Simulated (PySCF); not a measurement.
# C7H8: circular dichroism and optical rotation, excited states

What do calculations give for the circular dichroism and optical rotation, excited states of C7H8 (`C#C[C@@H]1C=C[C@@H]1C`)?

Programs: PySCF 2.14.0, with routines of our own; each step states its level. All values are computed. Atoms count from 0.

### Step 1. The system as given

15 atoms, charge 0, multiplicity 1; geometry from: GFN2-xTB.

### Step 2. Circular dichroism and optical rotation: TDDFT wB97X-D/aug-cc-pVDZ

The job: settings as JSON, then the geometry in Å.

```
{"job": {"kind": "ecd", "xc": "wB97X-D", "basis": "aug-cc-pVDZ", "nstates": 12}, "charge": 0, "multiplicity": 1}
C      2.492939    -0.690768    -0.777079
C      1.506703    -0.014903    -0.711501
C      0.327343     0.805284    -0.607845
C      0.183395     1.607737     0.668165
C     -0.941210     1.008406     1.039093
C     -0.994698     0.089514    -0.155298
C     -0.896678    -1.397222     0.136168
H      3.356370    -1.281994    -0.845821
H      0.212464     1.397288    -1.521240
H      0.802308     2.384799     1.078129
H     -1.604920     1.112059     1.878544
H     -1.831289     0.287402    -0.830864
H     -0.730992    -1.955587    -0.782783
H     -1.817460    -1.748710     0.597630
H     -0.068689    -1.595318     0.812791
```

Level: TDDFT wB97X-D/aug-cc-pVDZ circular dichroism and optical rotation, one conformer, gas phase.

On the command line:

```bash
OMP_NUM_THREADS=1 python excited_run.py task.json out
```

One launch serves the whole session: the jobs run in the order shown.

Log:

```text
coarse grid: 12568 points
cycle   1  E = -271.3092420035  dE =  1.375e+00  |g| = 3.172e-01  |ddm| = 2.638e+01
cycle   2  E = -271.3318070916  dE = -2.257e-02  |g| = 1.860e-01  |ddm| = 2.957e+00
cycle   3  E = -271.3402475962  dE = -8.441e-03  |g| = 4.389e-02  |ddm| = 1.015e+00
cycle   4  E = -271.3405613888  dE = -3.138e-04  |g| = 3.148e-02  |ddm| = 3.312e-01
cycle   5  E = -271.3408071506  dE = -2.458e-04  |g| = 4.984e-03  |ddm| = 1.213e-01
cycle   6  E = -271.3408137751  dE = -6.624e-06  |g| = 1.357e-03  |ddm| = 3.460e-02
final grid: 121432 points
cycle   7  E = -271.3565704037  dE = -1.355e-04  |g| = 5.058e-03  |ddm| = 9.096e-01
cycle   8  E = -271.3565734100  dE = -3.006e-06  |g| = 4.481e-03  |ddm| = 9.908e-02
cycle   9  E = -271.3565782888  dE = -4.879e-06  |g| = 7.370e-04  |ddm| = 1.840e-02
cycle  10  E = -271.3565783754  dE = -8.655e-08  |g| = 5.410e-04  |ddm| = 9.325e-03
cycle  11  E = -271.3565784463  dE = -7.096e-08  |g| = 1.015e-04  |ddm| = 2.311e-03
cycle  12  E = -271.3565784489  dE = -2.623e-09  |g| = 2.888e-05  |ddm| = 4.041e-04
cycle  13  E = -271.3565784493  dE = -3.461e-10  |g| = 9.311e-06  |ddm| = 3.179e-04
converged SCF energy = -271.3565784493

Singlet excitations and rotatory strengths (1e-40 esu^2 cm^2)
state   eV       nm     f(len)   f(vel)    R(len)    R(vel)   main configurations
  1   6.4646   191.8  0.00028  0.00027    -2.316    -2.331   H-1->L+9 0.23, H-1->L+6 0.16, H-1->L+11 0.10
  2   6.5983   187.9  0.02147  0.02094    -7.358    -7.242   H->L+6 0.15, H->L+10 0.13, H-2->L+10 0.10
  3   6.6777   185.7  0.00872  0.00846    -8.911    -8.812   H-1->L+10 0.17, H->L+9 0.09, H->L+6 0.09
  4   6.8298   181.5  0.03303  0.03247   -40.443   -39.861   H->L 0.58
  5   7.0388   176.1  0.02904  0.02871   -27.596   -27.344   H-1->L 0.13, H-1->L+9 0.11, H-1->L+6 0.09
  6   7.0902   174.9  0.10360  0.10084   -22.597   -22.605   H->L+6 0.20, H->L+4 0.12, H-1->L+6 0.08
  7   7.0945   174.8  0.01892  0.01862    20.810    20.663   H-1->L 0.18, H-2->L 0.16, H->L+1 0.15
  8   7.1347   173.8  0.04069  0.04018    51.098    50.939   H-1->L 0.18, H-2->L 0.18, H->L+1 0.13
  9   7.2772   170.4  0.03992  0.03926    -1.501    -1.400   H->L+3 0.52, H-2->L+3 0.12
 10   7.3740   168.1  0.08162  0.08010    16.411    15.821   H-2->L+6 0.24, H-2->L+4 0.11
 11   7.4534   166.3  0.00544  0.00522     1.080     1.119   H->L+2 0.45
 12   7.6050   163.0  0.02835  0.02733    21.356    20.914   H-1->L+1 0.27, H-1->L+3 0.17, H-1->L+2 0.16

Specific rotation (deg / (dm g/mL))
    nm     length   length(OI)   velocity    alpha(len)  alpha(vel)
  633.0    -107.62    -107.61    -104.39       80.774     79.389
  589.3    -127.19    -127.19    -123.39       81.116     79.725
  546.0    -152.70    -152.69    -148.16       81.547     80.147
  436.0    -271.68    -271.69    -263.81       83.355     81.923
  405.0    -333.75    -333.77    -324.20       84.193     82.745
  365.0    -455.33    -455.39    -442.59       85.674     84.199
  355.0    -497.22    -497.29    -483.40       86.143     84.660
```

Wall time 74 s (1 thread of Arm Neoverse V1, shared host); peak memory 0.94 GiB.

### Step 3. Excited states: TDA B3LYP/def2-SVP

Settings changed since step 2:

```diff
@@ -1,2 +1,2 @@
-{"job": {"kind": "ecd", "xc": "wB97X-D", "basis": "aug-cc-pVDZ", "nstates": 12}, "charge": 0, "multiplicity": 1}
+{"job": {"kind": "states", "xc": "B3LYP", "basis": "def2-SVP", "tda": true, "soc": true, "nstates": 6, "ntriplets": 4, "nquad": 4}, "charge": 0, "multiplicity": 1}
 C      2.492939    -0.690768    -0.777079
```

Level: TDA B3LYP/def2-SVP excited states, vertical, gas phase, spin-orbit mean-field couplings.

Log:

```text
coarse grid: 12568 points
cycle   1  E = -271.1166390380  dE =  9.559e-01  |g| = 4.397e-01  |ddm| = 4.538e+00
cycle   2  E = -271.1179372199  dE = -1.298e-03  |g| = 4.413e-01  |ddm| = 1.214e+00
cycle   3  E = -271.1712423948  dE = -5.331e-02  |g| = 5.306e-02  |ddm| = 5.986e-01
cycle   4  E = -271.1716813506  dE = -4.390e-04  |g| = 3.237e-02  |ddm| = 1.099e-01
cycle   5  E = -271.1719353147  dE = -2.540e-04  |g| = 1.070e-02  |ddm| = 4.253e-02
cycle   6  E = -271.1719631691  dE = -2.785e-05  |g| = 2.571e-03  |ddm| = 1.373e-02
cycle   7  E = -271.1719646210  dE = -1.452e-06  |g| = 1.083e-03  |ddm| = 3.272e-03
final grid: 121432 points
cycle   8  E = -271.2317804333  dE = -3.851e-05  |g| = 5.414e-03  |ddm| = 3.947e-02
cycle   9  E = -271.2317748352  dE =  5.598e-06  |g| = 7.237e-03  |ddm| = 1.360e-02
cycle  10  E = -271.2317874177  dE = -1.258e-05  |g| = 1.897e-03  |ddm| = 8.118e-03
cycle  11  E = -271.2317883469  dE = -9.292e-07  |g| = 2.492e-04  |ddm| = 1.986e-03
cycle  12  E = -271.2317883600  dE = -1.313e-08  |g| = 9.963e-05  |ddm| = 4.063e-04
cycle  13  E = -271.2317883624  dE = -2.326e-09  |g| = 3.560e-05  |ddm| = 1.397e-04
cycle  14  E = -271.2317883627  dE = -2.963e-10  |g| = 1.212e-05  |ddm| = 4.499e-05
converged SCF energy = -271.2317883627

Singlet excitations
state   eV       nm        f     d(h-e)  d(exc)  Lambda  PR(NTO)  |dmu|/D   mu/D   main configurations
  1   6.3570   195.0   0.00309   1.820   3.227   0.426   1.035    5.443    4.840   H-1->L 0.84, H-1->L+1 0.09
  2   6.3744   194.5   0.01905   1.972   3.290   0.724   1.057    5.803    5.206   H->L 0.52, H-2->L 0.39
  3   6.6832   185.5   0.00276   0.310   2.562   0.594   1.131    0.875    0.381   H-1->L+1 0.45, H->L+1 0.36
  4   6.9607   178.1   0.00514   0.494   2.667   0.628   2.129    1.427    0.873   H-1->L+2 0.29, H-1->L+1 0.20, H->L+1 0.16
  5   7.1027   174.6   0.00263   0.519   2.690   0.637   1.156                     H->L+2 0.37, H-1->L+2 0.25, H-2->L+2 0.23
  6   7.3490   168.7   0.03844   1.948   3.369   0.645   1.136                     H-2->L+1 0.36, H->L+1 0.27, H-2->L 0.09

Triplet excitations (Tamm-Dancoff)
state   eV     d(h-e)  d(exc)  Lambda  PR(NTO)   main configurations
  1   4.4552   0.074   2.065   0.730   1.007   H->L 0.64, H-2->L 0.30
  2   5.4348   0.218   2.219   0.624   1.915   H-2->L+1 0.17, H-1->L+2 0.17, H->L+1 0.15
  3   5.8808   0.503   2.471   0.560   1.933   H-1->L 0.30, H-1->L+2 0.15, H-2->L+1 0.15
  4   5.9179   0.337   2.349   0.619   1.905   H-1->L+1 0.36, H-1->L+2 0.12, H-2->L 0.12
S1 - T1 = 1.9018 eV

Spin-orbit couplings |<S|Hso|T>| (cm-1)
             T1       T2       T3       T4
S0        0.321    1.896    3.596    0.784
S1        1.192    3.726    1.650   11.049
S2        2.013    1.677   10.691    5.620
S3        0.567    0.348   13.370    4.814
S4        0.681    2.244    1.940   17.213
S5        1.838    1.400   12.458    1.561
S6        1.616    1.412    5.720    1.811
T1 sublevels (cm-1): 0.000 0.000 0.000   radiative rates (1/s): 0.021 0.00527 0.00129
```

Run time: 15 s. Hardware: 1 thread of Arm Neoverse V1, shared host; peak memory 0.73 GiB.

From this job:

| quantity | value |
| --- | --- |
| S1 less T1 | 1.90 eV |

### Step 4. Summary of results

| quantity | value |
| --- | --- |
| state of largest rotatory strength (velocity form) among 12 (step 2, TDDFT wB97X-D/aug-cc-pVDZ) | 7.13 eV, R = +50.9 (velocity), +51.1 (length) ·10⁻⁴⁰ esu² cm² |
| specific rotation at 633.0 nm (step 2, TDDFT wB97X-D/aug-cc-pVDZ) | -104.4 (velocity), -107.6 (length) |
| S1 less T1 (step 3, TDA B3LYP/def2-SVP) | 1.90 eV |

In words: Rotations belong to one conformer. In step 3, the number of triplets below S1 is at least 4, and the largest singlet-triplet spin-orbit coupling is S4–T4, 17.21 cm⁻¹.
